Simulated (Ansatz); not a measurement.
# GaH5Se: a ladder of functionals and wavefunction methods

An exercise on one series of results from a longer session: the logs are not shown, and one member is left open.

Method: functionals in def2-TZVPP, the program's frozen cores in correlated methods; program: Ansatz 0.2.0, Gaussian basis.

Levels to be run: LDA (SPW92), PBE-D4, revPBE-D4, BLYP-D4, r2SCAN-D4, B97M-V, PBE0-D4, B3LYP-D4, r2SCANh-D4, r2SCAN0-D4, HSE06-D4, BHLYP-D4, CAM-B3LYP-D4, LC-ωPBE, ωB97X-V, ωB97M-V, B2PLYP, PBE-QIDH; CCSD(T)/def2-SVP; CCSD(T)/def2-TZVPP; MP2/def2-QZVPP; extrapolation to the limit; RPA on PBE.

## Structure used throughout

All runs share one geometry, relaxed beforehand with PBE0-D4 in a triple-zeta def2 set.

SMILES `[GaH3-][SeH2+]`, 7 atoms, charge 0, spin multiplicity 1.

Atoms are counted from 1 here; the program's logs count them from 0.

Bond lengths: Ga1–Se2 2.713 Å, Ga1–H3 1.575 Å, Ga1–H4 1.575 Å, Ga1–H5 1.574 Å, Se2–H6 1.469 Å, Se2–H7 1.469 Å. Angles: Se2–Ga1–H3 94.5°, Se2–Ga1–H4 94.5°, Se2–Ga1–H5 98.0°, H3–Ga1–H4 118.9°, H3–Ga1–H5 119.1°, H4–Ga1–H5 119.1°, Ga1–Se2–H6 97.0°, Ga1–Se2–H7 97.0°, H6–Se2–H7 91.5°.

Coordinates:

```
Ga   -0.8046   -0.6649   -0.5542
Se    0.7758    0.5918    1.2577
H    -0.3674   -2.1132   -0.1159
H    -2.1456   -0.0685    0.0174
H    -0.1834   -0.0397   -1.8587
H     2.0534    0.3563    0.5729
H     0.6718    1.9383    0.6808
```

Set-up of the first run:

Input file in.yaml:

```yaml
crystal:
  periodic: [false, false, false]
  atoms:
    - {symbol: Ga, position_ang: [-0.804607, -0.664946, -0.554203]}
    - {symbol: Se, position_ang: [0.775784, 0.591770, 1.257714]}
    - {symbol: H, position_ang: [-0.367357, -2.113220, -0.115902]}
    - {symbol: H, position_ang: [-2.145611, -0.068507, 0.017423]}
    - {symbol: H, position_ang: [-0.183410, -0.039684, -1.858729]}
    - {symbol: H, position_ang: [2.053401, 0.356330, 0.572923]}
    - {symbol: H, position_ang: [0.671800, 1.938257, 0.680775]}
basis:
  gaussian: {orbitals: def2-TZVPP}
hamiltonian: {xc: lda}
output: {orbitals: {seedname: orbitals}}
```

Steps of the session up to this table: LDA; PBE-D4 (GGA); revPBE-D4 (GGA); BLYP-D4 (GGA); r2SCAN-D4 (meta-GGA); B97M-V (meta-GGA); PBE0-D4 (hybrid); B3LYP-D4 (hybrid); r2SCANh-D4 (hybrid); r2SCAN0-D4 (hybrid); HSE06-D4 (hybrid); BHLYP-D4 (hybrid); CAM-B3LYP-D4 (range-separated); LC-ωPBE-D4 (range-separated; the results give it without D4); ωB97X-V (range-separated); ωB97M-V (range-separated); B2PLYP (double hybrid); PBE-QIDH (double hybrid).

One table of the session follows, with a row left open; its other results are not shown here.

It belongs to the step «Frontier levels by functional». 

| functional | HOMO (eV) | gap (eV) |
| --- | --- | --- |
| LDA (SPW92) | -6.71 | 4.90 |
| PBE-D4 | -6.64 | 4.94 |
| revPBE-D4 | -6.61 | 4.95 |
| BLYP-D4 | -6.56 | 4.92 |
| r2SCAN-D4 | -6.97 | 5.51 |
| B97M-V | -7.05 | 5.51 |
| PBE0-D4 | -7.89 | 7.11 |
| B3LYP-D4 | -7.70 | 6.65 |
| r2SCANh-D4 | ? | ? |
| r2SCAN0-D4 | -8.10 | 7.47 |
| HSE06-D4 | -7.48 | 6.32 |
| BHLYP-D4 | -9.07 | 9.23 |
| CAM-B3LYP-D4 | -9.29 | 9.60 |
| LC-ωPBE | -10.68 | 12.22 |
| ωB97X-V | -10.32 | 11.70 |
| ωB97M-V | -10.13 | 11.33 |

Estimate the missing values for r2SCANh-D4.

Worked estimate for «HOMO (eV)». Against the share of exact exchange, r2SCAN-D4 (0, -6.97), r2SCAN0-D4 (0.25, -8.10) give a slope of -4.52 per unit share; at 0.1 the line stands at -7.42.

As computed: HOMO (eV): -7.42; gap (eV): 6.29. In «HOMO (eV)» the line misses by 0.00.
